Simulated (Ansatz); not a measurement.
# MnS: the cost of one run

Program: Ansatz 0.2.0. Level of theory: DFT PBE+U (U_eff = 3.9 eV on Mn 3d), scalar-relativistic, plane waves, PAW. These are calculated values, not measurements.

The COD entry's cell or inner coordinates are ideal or old and differ from later refinements, so a difference from it is no clean test against experiment.

These runs use a low cutoff (300 eV) and a coarse mesh on purpose, to show what cheap settings give: their numbers aren't properties of the material.

## Step 1: Starting point

The structure is trigonal, space group R-3m (No. 166). Conventional cell: a = 3.744 Å, b = 3.744 Å, c = 9.092 Å, α = 90.00°, β = 90.00°, γ = 120.00°. Around Mn (site symmetry -3m) lie 6 S at 2.64 Å. S (site symmetry -3m) has 6 Mn at 2.64 Å as nearest neighbours.

As a file:

```
Mn S
1.0
    -2.61703   -2.61703    5.26428
    -5.26428   -2.61703    2.61703
    -2.61703   -5.26428    2.61703
Mn S
2 2
Direct
  0.00000 0.00000 0.00000
  0.50000 0.50000 0.50000
  0.25000 0.25000 0.25000
  0.75000 0.75000 0.75000
```

An earlier run at PBE+U (U_eff = 3.9 eV on Mn 3d) left this cell at 18.393 Å³/atom and 0.01 GPa (4×4×4 mesh). The large moments point both ways and cancel.

Volume factors to run: 0.980, 1.020, 0.960, 1.040.

## Step 2: Scaling the volume by 0.980

input.yaml

```yaml
crystal:
  lattice:
    - [-2.5994645482, -2.5994645482, 5.2289518393]
    - [-5.2289518393, -2.5994645482, 2.5994645482]
    - [-2.5994645482, -5.2289518393, 2.5994645482]
  atoms:
    - { symbol: Mn, position: [0.0, 0.0, 0.0], spin: 4.9 }
    - { symbol: S, position: [1.2499999999, -0.7500000001, -0.7500000001] }
    - { symbol: Mn, position: [0.5, 0.5, 0.5], spin: -4.9 }
    - { symbol: S, position: [1.7500000001, -0.2499999999, -0.2499999999] }
basis:
  ecutwfc: 300
  ecutrho_ratio: 4
kpoints:
  mp_grid: { grid: [4, 4, 4] }
hamiltonian:
  xc: pbe
  hubbard:
    sites:
      - { species: Mn, l: d, u_eff: 3.9, starting_ns: start.occupation_matrices }
    ns_hold: { iters: 6 }
scf:
  occupations: { method: gaussian, width: 0.05 }
  lower_state_search: "off"
output:
  forces: true
  stress: true
  eigenvalues: true
  populations: true
magnetization:
  spin_polarized: true
relax:
  f_tol: 0.01
  max_steps: 40
  cell: { stress_tol: 0.1, fix: [volume] }
```

start.occupation_matrices holds the open shells' occupation matrices from the neighbouring geometry.

The run is started by

```bash
> ansatz run input.yaml --threads 1 --pin off --max-ram 2560MiB --backend cpu --events-out ev --progress --plain --runs-dir out
```

**Question.** How long does this run take on 1 thread of Arm Neoverse V2, shared host, and how much memory does it need?

About 12 s, with a peak of 0.34 GiB.
